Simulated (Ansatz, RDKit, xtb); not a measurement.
# C3H10AlNSi: which of the isomers drawn lies lowest?, part 1 of 2

Which of a sample of isomers of C3H10AlNSi is the most stable in the gas at 298.15 K, and what are its properties? The sample is small against all isomers, and the most stable one of this formula need not be in it.

The funnel: GFN2-xTB relaxations, single points with a density functional, relaxations at r2SCAN-D4/def2-SVP, harmonic vibrations (at GFN2-xTB), and a last energy at a higher level. All values are calculated.

### 1 Possible bonding patterns

Isomers were taken from a list of plausible structures; this is a sample, not all of them. That gives 5 candidates.

| label | SMILES | spin |
| --- | --- | --- |
| c042 | C[SiH2]C#[C][AlH2-][NH3+] | singlet |
| c076 | C=C(C)[SiH2][NH][AlH2] | singlet |
| c777 | C#[N+][Al@H-]([CH3])[CH2][SiH3] | singlet |
| c947 | [AlH2][N]1CCC[SiH2]1 | singlet |
| c960 | C[SiH2]CC#[N+][AlH3-] | singlet |

Candidates are built by distance geometry, with a force field where one applies, in up to four conformers (letters a to d).

### 2 Search with GFN2-xTB

All 10 starts are relaxed the same way. One of them, c947b (taken from a list of plausible isomers, embedded by distance geometry and UFF), in full:

Contents of start.xyz:

```xyz
16
c947b
C     -1.549361     0.499007     0.593593
C     -0.971032     1.304821    -0.592308
C      0.097031     0.534583    -1.313314
Al     0.297542     0.880510     2.661820
N     -0.514275    -0.207114     1.343436
Si     0.766502    -0.526820     0.062718
H      1.368047     0.235198     3.691199
H      0.668775     2.402688     2.274085
H     -2.263475    -0.268969     0.178313
H     -2.120096     1.143248     1.253709
H     -1.773630     1.597897    -1.261576
H     -0.574128     2.246996    -0.191735
H     -0.401977    -0.118283    -2.071773
H      0.848775     1.148040    -1.705120
H      0.717992    -1.989517    -0.307620
H      2.068153    -0.088600     0.451888
```

Command:

```bash
$ xtb start.xyz --gfn 2 --opt
```

What it wrote (excerpt; [...] marks lines left out):

```text
* xtb version 6.7.1
[...]
          :  # basis functions                  46          :
[...]
          :  # electrons                        34          :
[...]
          :  Hamiltonian                  GFN2-xTB          :
[...]
          :  net charge                          0          :
          :  unpaired electrons                  0          :
[...]
   *** convergence criteria satisfied after 14 iterations ***
[...]
   *** GEOMETRY OPTIMIZATION CONVERGED AFTER 25 ITERATIONS ***
[...]
   *** convergence criteria satisfied after 3 iterations ***
[...]
         ::                     SUMMARY                     ::
         :::::::::::::::::::::::::::::::::::::::::::::::::::::
         :: total energy             -17.287142967790 Eh    ::
         :: gradient norm              0.000398438825 Eh/a0 ::
         :: HOMO-LUMO gap              4.019688794576 eV    ::
         ::.................................................::
         :: SCC energy               -17.492135869535 Eh    ::
         :: -> isotropic ES            0.052706775640 Eh    ::
         :: -> anisotropic ES          0.010761388908 Eh    ::
         :: -> anisotropic XC         -0.001358925174 Eh    ::
         :: -> dispersion             -0.011995959334 Eh    ::
         :: repulsion energy           0.204992901745 Eh    ::
         :: add. restraining           0.000000000000 Eh    ::
         :: total charge               0.000000000000 e     ::
         :::::::::::::::::::::::::::::::::::::::::::::::::::::
[...]
        17        2.0000           -0.3659942              -9.9592 (HOMO)
        18                         -0.2182733              -5.9395 (LUMO)
[...]
     #   Z          covCN         q      C6AA      α(0)
     1   6          4.052     0.028    20.031     6.357
     2   6          3.872    -0.061    21.626     6.612
     3   6          3.706    -0.157    23.700     6.959
     4  13          2.768     0.388    93.083    19.671
     5   7          2.513    -0.373    29.686     8.092
     6  14          3.786     0.513    96.558    18.802
     7   1          0.882    -0.150     7.702     4.344
     8   1          0.882    -0.151     7.760     4.361
     9   1          0.924     0.013     2.841     2.636
    10   1          0.923     0.023     2.690     2.565
    11   1          0.924     0.027     2.635     2.539
    12   1          0.924     0.034     2.532     2.489
    13   1          0.925     0.021     2.719     2.579
    14   1          0.925     0.020     2.726     2.582
[...]
     #   Z sym  total        # sym  WBO       # sym  WBO       # sym  WBO
 ---------------------------------------------------------------------------
     1   6      3.986 --     2      1.012     5      0.994     9      0.974
                            10      0.944
     2   6      3.997 --     3      1.023     1      1.012    12      0.981
                            11      0.974
     3   6      3.979 --     2      1.023    14      0.988    13      0.985
                             6      0.871
     4  13      3.189 --     5      1.202     8      0.895     7      0.895
     5   7      3.362 --     4      1.202     1      0.994     6      0.981
     6  14      3.657 --     5      0.981    15      0.878    16      0.872
                             3      0.871
     7   1      0.977 --     4      0.895
     8   1      0.977 --     4      0.895
     9   1      1.000 --     1      0.974
[...]
molecular dipole:
                 x           y           z       tot (Debye)
 q only:        0.195      -0.261      -0.506
   full:       -0.186      -0.018      -0.490       1.334
molecular quadrupole (traceless):
[...]
          | TOTAL ENERGY              -17.287142967790 Eh   |
          | GRADIENT NORM               0.000398438825 Eh/α |
          | HOMO-LUMO GAP               4.019688794576 eV   |
           -------------------------------------------------
[...]
```

Run time: 0.19 s. Hardware: 4 threads of Arm Neoverse V1, shared host.

### 3 What the search left

10 of the 10 relaxations converged; 2 ended on a minimum already found. 8 distinct structures remain:

| label | start | SMILES after | spin | energy (kcal/mol) |
| --- | --- | --- | --- | --- |
| c947b | drawn | [AlH2][N]1CCC[SiH2]1 | singlet | 0.0 |
| c076b | drawn | C=C(C)[SiH2][NH][AlH2] | singlet | 13.1 |
| c076d | drawn | C=C(C)[SiH2][NH][AlH2] | singlet | 16.7 |
| c076c | drawn | C=C(C)[SiH2][NH][AlH2] | singlet | 20.7 |
| c960a | drawn | C[SiH2]CC#[N+][AlH3-] | singlet | 31.2 |
| c042a | drawn | C[SiH2]C#[C][AlH2-][NH3+] | singlet | 68.9 |
| c777b | drawn | C#[N+][Al@H-]([CH3])[CH2][SiH3] | singlet | 78.3 |
| c777a | drawn | C#[N+][Al@H-]([CH3])[CH2][SiH3] | singlet | 78.5 |

### 4 Single points on the low minima

A choice of the minima (the low ones first, few conformers of a pattern, up to a cap) and the lowest that fell apart get a single point at r2SCAN-D4/def2-SVP on the tight-binding geometry, and one at HF/STO-3G for comparison. The lowest singlets are also tried as triplets at the same geometry (label ending in t). Within 30 kcal/mol but not screened, among others: c076c. The first, c947b:

Contents of input.yaml:

```yaml
crystal:
  periodic: [false, false, false]
  atoms:
    - symbol: C
      position_ang: [-1.215469, 0.752197, 0.632060]
    - symbol: C
      position_ang: [-0.971524, 1.335975, -0.754204]
    - symbol: C
      position_ang: [-0.104981, 0.325996, -1.507229]
    - symbol: Al
      position_ang: [0.255953, 0.771412, 2.897754]
    - symbol: N
      position_ang: [0.075771, 0.290930, 1.171743]
    - symbol: Si
      position_ang: [0.984110, -0.427712, -0.134951]
    - symbol: H
      position_ang: [0.549146, -0.241092, 4.022525]
    - symbol: H
      position_ang: [0.017145, 2.249300, 3.281280]
    - symbol: H
      position_ang: [-1.917165, -0.087843, 0.559178]
    - symbol: H
      position_ang: [-1.654002, 1.495607, 1.315239]
    - symbol: H
      position_ang: [-1.914007, 1.539077, -1.266413]
    - symbol: H
      position_ang: [-0.425537, 2.274447, -0.643552]
    - symbol: H
      position_ang: [-0.736243, -0.437954, -1.961822]
    - symbol: H
      position_ang: [0.444685, 0.805186, -2.314081]
    - symbol: H
      position_ang: [0.906169, -1.894263, -0.136632]
    - symbol: H
      position_ang: [2.370790, 0.042422, -0.093582]
basis:
  gaussian:
    orbitals: def2-SVP
hamiltonian:
  xc: {name: r2SCAN}
  dispersion: d4
total_charge: 0
scf:
  lower_state_search: "off"
```

Command:

```bash
$ ansatz run input.yaml --threads 4 --pin off --max-ram 7830MiB --events-out events.jsonl --progress --plain --runs-dir runs
```

What it wrote (excerpt; [...] marks lines left out):

```text
Warning: RAYON_NUM_THREADS=4 ignored (pool sized by the plan → 4); use --threads N
Functional definition: r2SCAN
  name "r2SCAN"
[...]
1615 factors; their error is unknown
[...]
mean field -19226.92584206 eV, -706.5764922175 hartree, gradient 6.6e-6 eV, S^2 0.000000; 0 other end points of the search recorded, 0 dependent functions left out
reference -19226.92585620 eV, -706.5764927370 hartree; 31, 31 occupied and 111, 111 virtual orbitals, 1615 factors
Total energy: -19227.03484711 eV, -706.5804980791 hartree
Checks for a lower state left out: stability, starts, cluster_reference, orbital_swaps, neighbouring_geometries, increment
```

It took 2.5 s on 4 threads of Arm Neoverse V1, shared host; peak memory 0.2 GiB.

Relative energies in kcal/mol, each column from its lowest structure that stays in one piece:

| label | SMILES | spin | GFN2-xTB | HF/STO-3G | r2SCAN-D4/def2-SVP |
| --- | --- | --- | --- | --- | --- |
| c947b | [AlH2][N]1CCC[SiH2]1 | singlet | 0.0 | 0.0 | 0.0 |
| c076b | C=C(C)[SiH2][NH][AlH2] | singlet | 13.1 | 40.8 | 4.0 |
| c076d | C=C(C)[SiH2][NH][AlH2] | singlet | 16.7 | 46.4 | 11.1 |
| c960a | C[SiH2]CC#[N+][AlH3-] | singlet | 31.2 | 50.2 | 28.0 |
| c947bt | [AlH2][N]1CCC[SiH2]1 | triplet | – | – | 86.5 |
| c076bt | C=C(C)[SiH2][NH][AlH2] | triplet | – | – | 92.5 |

### 5 Refinement at r2SCAN-D4/def2-SVP

3 candidates are relaxed at r2SCAN-D4/def2-SVP (chosen among the lowest in one piece, one conformer a pattern). The first, c947b:

Contents of input.yaml:

```yaml
crystal:
  periodic: [false, false, false]
  atoms:
    - {symbol: C, position_ang: [-1.215469, 0.752197, 0.632060]}
    - {symbol: C, position_ang: [-0.971524, 1.335975, -0.754204]}
    - {symbol: C, position_ang: [-0.104981, 0.325996, -1.507229]}
    - {symbol: Al, position_ang: [0.255953, 0.771412, 2.897754]}
    - {symbol: "N", position_ang: [0.075771, 0.290930, 1.171743]}
    - {symbol: Si, position_ang: [0.984110, -0.427712, -0.134951]}
    - {symbol: H, position_ang: [0.549146, -0.241092, 4.022525]}
    - {symbol: H, position_ang: [0.017145, 2.249300, 3.281280]}
    - {symbol: H, position_ang: [-1.917165, -0.087843, 0.559178]}
    - {symbol: H, position_ang: [-1.654002, 1.495607, 1.315239]}
    - {symbol: H, position_ang: [-1.914007, 1.539077, -1.266413]}
    - {symbol: H, position_ang: [-0.425537, 2.274447, -0.643552]}
    - {symbol: H, position_ang: [-0.736243, -0.437954, -1.961822]}
    - {symbol: H, position_ang: [0.444685, 0.805186, -2.314081]}
    - {symbol: H, position_ang: [0.906169, -1.894263, -0.136632]}
    - {symbol: H, position_ang: [2.370790, 0.042422, -0.093582]}
basis:
  gaussian:
    orbitals: def2-SVP
hamiltonian:
  xc: r2scan
  dispersion: d4
relax:
  f_tol: 0.006
scf:
  lower_state_search: "off"
```

Command:

```bash
$ ansatz run input.yaml --threads 4 --pin off --max-ram 7830MiB --events-out events.jsonl --progress --plain --runs-dir runs
```

What it wrote (excerpt; [...] marks lines left out):

```text
Warning: RAYON_NUM_THREADS=4 ignored (pool sized by the plan → 4); use --threads N
[...]
Functional definition: r2SCAN
  name "r2SCAN"
[...]
1615 factors; their error is unknown
[...]
mean field -19226.92584040 eV, -706.5764921564 hartree, gradient 1.8e-6 eV, S^2 0.000000; 0 other end points of the search recorded, 0 dependent functions left out
[...]
reference -19226.92585454 eV, -706.5764926759 hartree; 31, 31 occupied and 111, 111 virtual orbitals, 1615 factors
relax step   1: F+E_penalty+E_count = -19227.03483131 eV  Δ(F+E_penalty+E_count) = +0.000e0 eV  max|allowed force component| = 7.545e-1 eV/Å  Δτ_max = 0.0000 Å  (19 SCF iters, accepted)
[...]
relax step   4: F+E_penalty+E_count = -19227.30637051 eV  Δ(F+E_penalty+E_count) = -5.821e-2 eV  max|allowed force component| = 2.357e-1 eV/Å  Δτ_max = 0.1951 Å  (19 SCF iters, accepted)
[...]
Atom 7 at    -0.690154     1.533462     3.842275 Å, force    -0.000566     0.000358    -0.000199 eV/Å
Atom 8 at    -2.112539     0.194231     0.491215 Å, force     0.000411     0.000686     0.000382 eV/Å
Atom 9 at    -1.727809     1.804840     1.128885 Å, force     0.000309     0.000160    -0.000501 eV/Å
Atom 10 at    -1.802467     1.640796    -1.466349 Å, force    -0.000852     0.000304    -0.000585 eV/Å
Atom 11 at    -0.291153     2.296334    -0.796540 Å, force    -0.000414     0.000210    -0.000494 eV/Å
Atom 12 at    -0.758306    -0.556824    -1.859473 Å, force     0.001209     0.001014     0.000739 eV/Å
Atom 13 at     0.528400     0.568175    -2.333512 Å, force    -0.001228    -0.000705     0.001260 eV/Å
Atom 14 at     0.848878    -1.908653     0.104352 Å, force    -0.000183     0.000115    -0.000497 eV/Å
Atom 15 at     2.309627     0.008330     0.080122 Å, force    -0.000337     0.000331    -0.000548 eV/Å
Dipole moment:    -0.187321     0.091138    -0.245293 e Å
Checks for a lower state left out: stability, starts, cluster_reference, orbital_swaps, neighbouring_geometries, increment
```

Wall time 44 s (4 threads of Arm Neoverse V1, shared host); peak memory 0.21 GiB.

Energy change by step (eV): 0.0000, -0.1522, -0.2133, -0.2715, -0.3185, -0.3680, -0.3985, -0.4077, -0.4151, -0.4152, -0.4154, -0.4155, -0.4155, -0.4154, -0.4155.

After the run. Bond lengths: C1–C2 1.533 Å, C2–C3 1.541 Å, C1–N5 1.479 Å, Al4–N5 1.791 Å, C3–Si6 1.896 Å, N5–Si6 1.768 Å, Al4–H7 1.587 Å, Al4–H8 1.588 Å, C1–H9 1.110 Å, C1–H10 1.104 Å, C2–H11 1.104 Å, C2–H12 1.105 Å, C3–H13 1.105 Å, C3–H14 1.101 Å, Si6–H15 1.498 Å, Si6–H16 1.496 Å. Some angles: C1–C2–C3 107.7°, C2–C1–N5 108.3°, C2–C3–Si6 102.2°, C1–N5–Al4 124.6°, C1–N5–Si6 108.3°, Al4–N5–Si6 126.9°, C3–Si6–N5 95.5°, C1–C2–H11 111.1°, C1–C2–H12 108.6°, C3–C2–H11 112.5°.

### 6 After refinement

| label | spin | r2SCAN-D4/def2-SVP (kcal/mol) | r2SCAN-D4/def2-SVP, relaxed (kcal/mol) | time |
| --- | --- | --- | --- | --- |
| c947b | singlet | 0.0 | 0.0 | 44 s |
| c076b | singlet | 4.0 | 9.6 | 42 s |
| c960a | singlet | 28.0 | 31.1 | 50 s |

c947b: Bond lengths: C1–C2 1.533 Å, C2–C3 1.541 Å, C1–N5 1.479 Å, Al4–N5 1.791 Å, C3–Si6 1.896 Å, N5–Si6 1.768 Å, Al4–H7 1.587 Å, Al4–H8 1.588 Å, C1–H9 1.110 Å, C1–H10 1.104 Å, C2–H11 1.104 Å, C2–H12 1.105 Å, C3–H13 1.105 Å, C3–H14 1.101 Å, Si6–H15 1.498 Å, Si6–H16 1.496 Å. Some angles: C1–C2–C3 107.7°, C2–C1–N5 108.3°, C2–C3–Si6 102.2°, C1–N5–Al4 124.6°, C1–N5–Si6 108.3°, Al4–N5–Si6 126.9°, C3–Si6–N5 95.5°, C1–C2–H11 111.1°, C1–C2–H12 108.6°, C3–C2–H11 112.5°.

c076b: Bond lengths: C1–C2 1.361 Å, C2–C3 1.497 Å, Al4–N5 1.845 Å, C2–Si6 1.923 Å, N5–Si6 1.716 Å, C1–H7 1.100 Å, C1–H8 1.098 Å, C3–H9 1.104 Å, C3–H10 1.103 Å, C3–H11 1.101 Å, Si6–H12 1.500 Å, Si6–H13 1.500 Å, N5–H14 1.016 Å, Al4–H15 1.596 Å, Al4–H16 1.596 Å. Some angles: C1–C2–C3 121.9°, C1–C2–Si6 117.3°, C3–C2–Si6 120.7°, Al4–N5–Si6 109.9°, C2–Si6–N5 96.9°, C2–C1–H7 121.8°, C2–C1–H8 121.7°, C2–C3–H9 109.3°, C2–C3–H10 111.0°, C2–C3–H11 112.7°.

c960a: Bond lengths: C2–C3 1.434 Å, C3–N5 1.160 Å, Al4–N5 2.010 Å, C1–Si6 1.866 Å, C2–Si6 1.934 Å, C1–H7 1.102 Å, C1–H8 1.102 Å, C1–H9 1.102 Å, Si6–H10 1.490 Å, Si6–H11 1.492 Å, C2–H12 1.104 Å, C2–H13 1.104 Å, Al4–H14 1.606 Å, Al4–H15 1.603 Å, Al4–H16 1.607 Å. Some angles: C2–C3–N5 175.8°, C3–C2–Si6 111.2°, C3–N5–Al4 177.1°, C1–Si6–C2 109.4°, C3–C2–H12 109.1°, C3–C2–H13 109.7°, Si6–C2–H12 109.3°, Si6–C2–H13 109.7°, N5–Al4–H14 99.4°, N5–Al4–H15 101.2°.

### 7 Are they minima? Harmonic frequencies

The lowest few in one piece go on as finalists. In this search the thermal terms come from GFN2-xTB at its own nearest minimum. The first, c947b:

Contents of start.xyz:

```xyz
16
c947b
C     -1.310761     0.959214     0.554287
C     -0.913316     1.385862    -0.864012
C     -0.090973     0.239711    -1.484332
Al     0.288844     0.654884     2.953104
N     -0.113860     0.406039     1.225281
Si     0.875687    -0.413666     0.010782
H      1.624743    -0.019049     3.481228
H     -0.690154     1.533462     3.842275
H     -2.112539     0.194231     0.491215
H     -1.727809     1.804840     1.128885
H     -1.802467     1.640796    -1.466349
H     -0.291153     2.296334    -0.796540
H     -0.758306    -0.556824    -1.859473
H      0.528400     0.568175    -2.333512
H      0.848878    -1.908653     0.104352
H      2.309627     0.008330     0.080122
```

Command:

```bash
$ xtb start.xyz --gfn 2 --ohess tight
```

What it wrote (excerpt; [...] marks lines left out):

```text
* xtb version 6.7.1
[...]
          :  # basis functions                  46          :
[...]
          :  # electrons                        34          :
[...]
          :  Hamiltonian                  GFN2-xTB          :
[...]
          :  net charge                          0          :
          :  unpaired electrons                  0          :
[...]
   *** convergence criteria satisfied after 14 iterations ***
[...]
   *** GEOMETRY OPTIMIZATION CONVERGED AFTER 33 ITERATIONS ***
[...]
   *** convergence criteria satisfied after 3 iterations ***
[...]
         ::                     SUMMARY                     ::
         :::::::::::::::::::::::::::::::::::::::::::::::::::::
         :: total energy             -17.287146755734 Eh    ::
         :: gradient norm              0.000222249016 Eh/a0 ::
         :: HOMO-LUMO gap              4.005479486197 eV    ::
         ::.................................................::
         :: SCC energy               -17.492032166388 Eh    ::
         :: -> isotropic ES            0.052642705693 Eh    ::
         :: -> anisotropic ES          0.010767873685 Eh    ::
         :: -> anisotropic XC         -0.001243882621 Eh    ::
         :: -> dispersion             -0.011987251653 Eh    ::
         :: repulsion energy           0.204885410654 Eh    ::
         :: add. restraining           0.000000000000 Eh    ::
         :: total charge              -0.000000000000 e     ::
         :::::::::::::::::::::::::::::::::::::::::::::::::::::
[...]
        17        2.0000           -0.3656939              -9.9510 (HOMO)
        18                         -0.2184953              -5.9456 (LUMO)
[...]
molecular dipole:
                 x           y           z       tot (Debye)
 q only:        0.192      -0.254      -0.500
   full:       -0.184      -0.012      -0.485       1.318
molecular quadrupole (traceless):
[...]
          | TOTAL ENERGY              -17.287146755734 Eh   |
          | TOTAL ENTHALPY            -17.160458279126 Eh   |
          | TOTAL FREE ENERGY         -17.203313122451 Eh   |
          | GRADIENT NORM               0.000222259913 Eh/α |
[...]
```

Wall time 0.45 s (4 threads of Arm Neoverse V1, shared host).

### 8 Thermal terms of the finalists

As xtb prints them, at 298.15 K, with its own treatment of low modes:

| label | SMILES | spin | lowest mode (cm⁻¹) | zero-point (kcal/mol) | G − E (kcal/mol) |
| --- | --- | --- | --- | --- | --- |
| c947b | [AlH2][N]1CCC[SiH2]1 | singlet | 68 | 73.5 | 52.6 |
| c076b | C=C(C)[SiH2][NH][AlH2] | singlet | 73 | 71.0 | 50.0 |
| c960a | C[SiH2]CC#[N+][AlH3-] | singlet | 41 | 67.4 | 45.0 |

### 9 The final energy

Each finalist gets a single point at CCSD(T)/def2-SVP + MP2/def2-TZVPP - MP2/def2-SVP.

c947b, CCSD(T)/def2-SVP:

Contents of input.yaml:

```yaml
crystal:
  periodic: [false, false, false]
  atoms:
    - {symbol: C, position_ang: [-1.310761, 0.959214, 0.554287]}
    - {symbol: C, position_ang: [-0.913316, 1.385862, -0.864012]}
    - {symbol: C, position_ang: [-0.090973, 0.239711, -1.484332]}
    - {symbol: Al, position_ang: [0.288844, 0.654884, 2.953104]}
    - {symbol: N, position_ang: [-0.113860, 0.406039, 1.225281]}
    - {symbol: Si, position_ang: [0.875687, -0.413666, 0.010782]}
    - {symbol: H, position_ang: [1.624743, -0.019049, 3.481228]}
    - {symbol: H, position_ang: [-0.690154, 1.533462, 3.842275]}
    - {symbol: H, position_ang: [-2.112539, 0.194231, 0.491215]}
    - {symbol: H, position_ang: [-1.727809, 1.804840, 1.128885]}
    - {symbol: H, position_ang: [-1.802467, 1.640796, -1.466349]}
    - {symbol: H, position_ang: [-0.291153, 2.296334, -0.796540]}
    - {symbol: H, position_ang: [-0.758306, -0.556824, -1.859473]}
    - {symbol: H, position_ang: [0.528400, 0.568175, -2.333512]}
    - {symbol: H, position_ang: [0.848878, -1.908653, 0.104352]}
    - {symbol: H, position_ang: [2.309627, 0.008330, 0.080122]}
basis:
  gaussian: {orbitals: def2-SVP}
correlation: {method: ccsd_t, frozen_orbitals: {H: 0, Al: 5, "N": 1, C: 1, Si: 5}}
```

Command:

```bash
$ ansatz run input.yaml --threads 4 --pin off --max-ram 7830MiB --events-out events.jsonl --progress --plain --runs-dir runs
```

What it wrote (excerpt; [...] marks lines left out):

```text
Warning: RAYON_NUM_THREADS=4 ignored (pool sized by the plan → 4); use --threads N
Functional definition: HF
  name "HF"
[...]
1426 factors; integrals over basis functions are off by at most 1.2e-3 eV
[...]
mean field -19169.73329054 eV, -704.4747047156 hartree, gradient 1.1e-6 eV, S^2 0.000000; 0 other end points of the search recorded, 0 dependent functions left out
14 core orbitals not correlated: weight in the atoms' cores, before any rotation towards them, 1.000 or more for the frozen orbitals, at most 0.000 for the correlated occupied ones
reference -19169.73329054 eV, -704.4747047156 hartree; 17, 17 occupied and 111, 111 virtual orbitals, 1426 factors
second order -20.49636873 eV of doubles, -0.00000000 eV of singles
cycle   1  -21.66428805 eV  change    -1.2e0 eV  update   1.1e-1
[...]
cycle   9  -22.44199764 eV  change   -1.3e-5 eV  update   2.8e-5
perturbative correction -0.70889820 eV, -0.0260515284 hartree
Total energy: -19192.88418638 eV, -705.3254844454 hartree
```

It took 22 s on 4 threads of Arm Neoverse V1, shared host; peak memory 1 GiB.

(Continued in part 2 of 2.)
